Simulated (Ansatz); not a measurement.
# F4H5NSi: the cost of one run

Method: UKS revPBE/STO-3G, in Ansatz 0.2.0.

### 1 The system as given

Bond lengths: Si1–F3 1.588 Å, Si1–F4 1.591 Å, Si1–F5 1.603 Å, Si1–N7 2.119 Å, N7–H10 1.009 Å, N7–H11 1.009 Å. Angles: F3–Si1–F4 121.8°, F3–Si1–F5 98.5°, F3–Si1–N7 110.5°, F4–Si1–F5 96.1°, F4–Si1–N7 125.6°, F5–Si1–N7 89.8°, Si1–N7–H10 110.3°, Si1–N7–H11 108.9°, H10–N7–H11 108.9°.

Coordinates:

```xyz
11

Si   -0.9507    0.7133   -0.1054
H    -1.0282   -1.1537    0.0169
F    -1.4142    0.5802   -1.6189
F    -1.9969    0.7268    1.0937
F    -0.6499    2.2873   -0.0869
H     1.2527   -1.0029    0.1622
N     1.1244    0.3233    0.0734
H    -0.2914   -1.7944    0.1111
F     0.8611   -2.1413    0.2137
H     1.4987    0.7870    0.8881
H     1.5944    0.6744   -0.7477
```

### 2 Run 1

150 steps of 0.5 fs at constant energy, with velocities drawn for 600 K.

input.yaml reads:

```yaml
crystal:
  periodic: [false, false, false]
  atoms:
    - { symbol: Si, position_ang: [-0.9507, 0.7133, -0.1054] }
    - { symbol: H, position_ang: [-1.0282, -1.1537, 0.0169] }
    - { symbol: F, position_ang: [-1.4142, 0.5802, -1.6189] }
    - { symbol: F, position_ang: [-1.9969, 0.7268, 1.0937] }
    - { symbol: F, position_ang: [-0.6499, 2.2873, -0.0869] }
    - { symbol: H, position_ang: [1.2527, -1.0029, 0.1622] }
    - { symbol: "N", position_ang: [1.1244, 0.3233, 0.0734] }
    - { symbol: H, position_ang: [-0.2914, -1.7944, 0.1111] }
    - { symbol: F, position_ang: [0.8611, -2.1413, 0.2137] }
    - { symbol: H, position_ang: [1.4987, 0.787, 0.8881] }
    - { symbol: H, position_ang: [1.5944, 0.6744, -0.7477] }
magnetization:
  spin_polarized: true
basis:
  gaussian: { orbitals: STO-3G }
hamiltonian:
  xc: revpbe
md:
  timestep: 0.5
  n_steps: 150
  ensemble: nve
  temperature: 600.0
  initial_velocities: maxwell_boltzmann
  seed: 410548
```

Command:

```console
$ ansatz run input.yaml --threads 1 --pin off --max-ram 2048MiB --backend cpu --events-out ev --progress --plain --runs-dir out
```

What time and memory should one allow on 1 thread of Arm Neoverse V1, shared host?

About 9.5 min, with a peak of 0.12 GiB.
